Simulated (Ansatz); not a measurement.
# MnSe: the cost of one run

Method: DFT PBEsol, scalar-relativistic, plane waves, PAW, in Ansatz 0.2.0.

The COD entry's cell or inner coordinates are ideal or old and differ from later refinements, so a difference from it is no clean test against experiment.

2 further runs of the same task are left out: 2 set aside as unsound or not needed.

### Step 1. Starting point

Symmetry: Fm-3m, No. 225, cubic system. Conventional cell: a = 5.246 Å, b = 5.246 Å, c = 5.246 Å, α = 90.00°, β = 90.00°, γ = 90.00°. Mn (site symmetry m-3m) has 6 Se at 2.62 Å as nearest neighbours. Around Se (site symmetry m-3m) lie 6 Mn at 2.62 Å.

Structure file:

```
CELL_PARAMETERS angstrom
0.00000 2.62299 2.62299
2.62299 0.00000 2.62299
2.62299 2.62299 0.00000
ATOMIC_POSITIONS crystal
Mn 0.00000 0.00000 0.00000
Se 0.50000 0.50000 0.50000
```

This cell was relaxed beforehand with the same method: volume 18.05 Å³/atom, gap on the mesh none (metal), site moments up to 4.0 μB.

### Step 2. Static run: bands, density of states and charges

File input.yaml:

```yaml
crystal:
  lattice:
    - [0.0, 2.6229944569, 2.6229944569]
    - [2.6229944569, 0.0, 2.6229944569]
    - [2.6229944569, 2.6229944569, 0.0]
  atoms:
    - { symbol: Mn, position: [0.0, 0.0, 0.0], spin: 4.38 }
    - { symbol: Se, position: [0.5, 0.5, 0.5] }
basis:
  ecutwfc: 420
kpoints:
  mp_grid: { grid: [14, 14, 14] }
  band_path:
    path:
      - [[0.0, 0.0, 0.0], [0.5, 0.0, 0.5], [0.625, 0.25, 0.625]]
      - [[0.375, 0.375, 0.75], [0.0, 0.0, 0.0], [0.5, 0.5, 0.5], [0.5, 0.25, 0.75], [0.5, 0.0, 0.5]]
    npoints: 14
hamiltonian:
  xc: pbesol
scf:
  occupations: { method: gaussian, width: 0.1 }
  n_extra_bands: 6
output:
  forces: true
  stress: true
  eigenvalues: true
  populations: true
  dos: { projected: true, de: 0.02, nscf_kmesh: { grid: [21, 21, 21] } }
  bader: true
  write_density: true
  write_potential: true
  elf: true
  volumetric_format: npy
magnetization:
  spin_polarized: true
checkpoint:
  read: start.run
  write: ck
  compress: false
  write_wavefunctions: false
  write_every: 100000
```

The run is started by

```bash
$ ansatz run input.yaml --threads 1 --pin off --max-ram 2560MiB --backend cpu --events-out ev --progress --plain --runs-dir out
```

**Question.** How long does this run take on 1 thread of AMD EPYC (Zen 3), shared host, and how much memory does it need?

About 83 s, with a peak of 0.48 GiB.
